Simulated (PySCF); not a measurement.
# [Ce(SH)2]+: forces at shaken geometries

Aim: move all atoms of relaxed [Ce(SH)2]+ at random and read energies and forces. The structure is generated, not taken from experiment.

Method: PBE, Ce lcecp-1-SVP with ECP47, S def2-SVP, H def2-SVP; scalar-relativistic core potentials, no spin–orbit coupling; program: PySCF 2.14.0.

3 further runs of the same task are left out: 1 for a known fault of the program, 2 that didn't finish.

### 1 Starting geometry

5 atoms, charge 1, spin multiplicity 1.

Bond lengths: Ce1–S2 2.603 Å, Ce1–S4 2.603 Å, S2–H3 1.368 Å, S4–H5 1.368 Å. Angles: S2–Ce1–S4 108.2°, Ce1–S2–H3 96.3°, Ce1–S4–H5 96.3°.

Geometry (Å):

```xyz
5
CeH2S2
Ce   -0.36914   -1.50275    0.41003
S    -0.01696    0.48590    2.05271
H     0.25723    1.42420    1.09597
S    -0.01696   -0.62399   -2.01503
H     0.25723    0.67019   -1.66743
```

Formal oxidation states: Ce +3. Each metal's 1 4f electrons lie in its core potential, so multiplicities, spins and levels count the valence alone. An earlier session relaxed this geometry at PBE, Ce lcecp-1-SVP with ECP47, S def2-SVP, H def2-SVP (singlet, point group C2v).

Its energy there is -829.097903 Eh.

### 2 Atoms moved at random, σ = 0.15 Å

Contents of run.py (the lines that set the calculation):

```python
mol = gto.M(atom='''
Ce    -0.25371    -1.31104     0.32263
S      0.15928     0.57768     2.15707
H      0.11488     1.38553     1.11592
S     -0.06313    -0.76351    -2.01061
H      0.15409     0.56488    -1.70877''',
    basis={'Ce': 'lcecp-1-SVP', 'S': 'def2-SVP', 'H': 'def2-SVP'},
    ecp={'Ce': 'lcecp-1-SVP'},
    charge=1, spin=0)
mf = dft.RKS(mol, xc='PBE')
mf.grids.atom_grid = (50, 194)  # f atoms: unpruned, at least (60, 302)
mf = mf.density_fit()  # fitting sets: Ce AutoAux, S def2-universal-JKFIT, H def2-universal-JKFIT
mf.conv_tol = 1e-08; mf.max_cycle = 55
mf.kernel(dm0)  # dm0: the density of the relaxed state
```

Started as:

```console
OMP_NUM_THREADS=2 python run.py
```

### 3 Atoms moved at random, σ = 0.15 Å

Contents of run.py (the lines that set the calculation):

```python
mol = gto.M(atom='''
Ce    -0.42066    -1.62524     0.20837
S      0.12468     0.54994     2.09358
H      0.18999     1.58490     1.24440
S      0.04293    -0.58979    -2.03018
H      0.17446     0.53373    -1.63992''',
    basis={'Ce': 'lcecp-1-SVP', 'S': 'def2-SVP', 'H': 'def2-SVP'},
    ecp={'Ce': 'lcecp-1-SVP'},
    charge=1, spin=0)
mf = dft.RKS(mol, xc='PBE')
mf.grids.atom_grid = (50, 194)  # f atoms: unpruned, at least (60, 302)
mf = mf.density_fit()  # fitting sets: Ce AutoAux, S def2-universal-JKFIT, H def2-universal-JKFIT
mf.conv_tol = 1e-08; mf.max_cycle = 55
mf.kernel(dm0)  # dm0: the density of the relaxed state
```

### 4 Atoms moved at random, σ = 0.15 Å

Contents of run.py (the lines that set the calculation):

```python
mol = gto.M(atom='''
Ce    -0.20891    -1.55558     0.21958
S      0.22408     0.33515     2.07383
H      0.10858     1.34707     1.07247
S     -0.10379    -0.58846    -1.96886
H      0.09145     0.91536    -1.52077''',
    basis={'Ce': 'lcecp-1-SVP', 'S': 'def2-SVP', 'H': 'def2-SVP'},
    ecp={'Ce': 'lcecp-1-SVP'},
    charge=1, spin=0)
mf = dft.RKS(mol, xc='PBE')
mf.grids.atom_grid = (50, 194)  # f atoms: unpruned, at least (60, 302)
mf = mf.density_fit()  # fitting sets: Ce AutoAux, S def2-universal-JKFIT, H def2-universal-JKFIT
mf.conv_tol = 1e-08; mf.max_cycle = 55
mf.kernel(dm0)  # dm0: the density of the relaxed state
```

**Question.** What will these runs give? Wanted: for each run, σ; energy rise; harmonic estimate −½ F·u; largest force component.

As calculated:

| σ (Å) | energy rise (eV) | harmonic estimate −½ F·u (eV) | largest force component (eV/Å) |
| --- | --- | --- | --- |
| 0.15 | 0.444 | 0.429 | 3.59 |
| 0.15 | 0.956 | 0.929 | 6.20 |
| 0.15 | 0.753 | 0.740 | 4.11 |

Every displacement raises the energy. For a harmonic well the rise equals −½ F·u; the two differ by at most 3 % here (a move with σ = 0.15 Å), from anharmonicity, the grid and the small forces left at the relaxed point. These are double-zeta-type bases without diffuse functions. Spin–orbit coupling is left out.
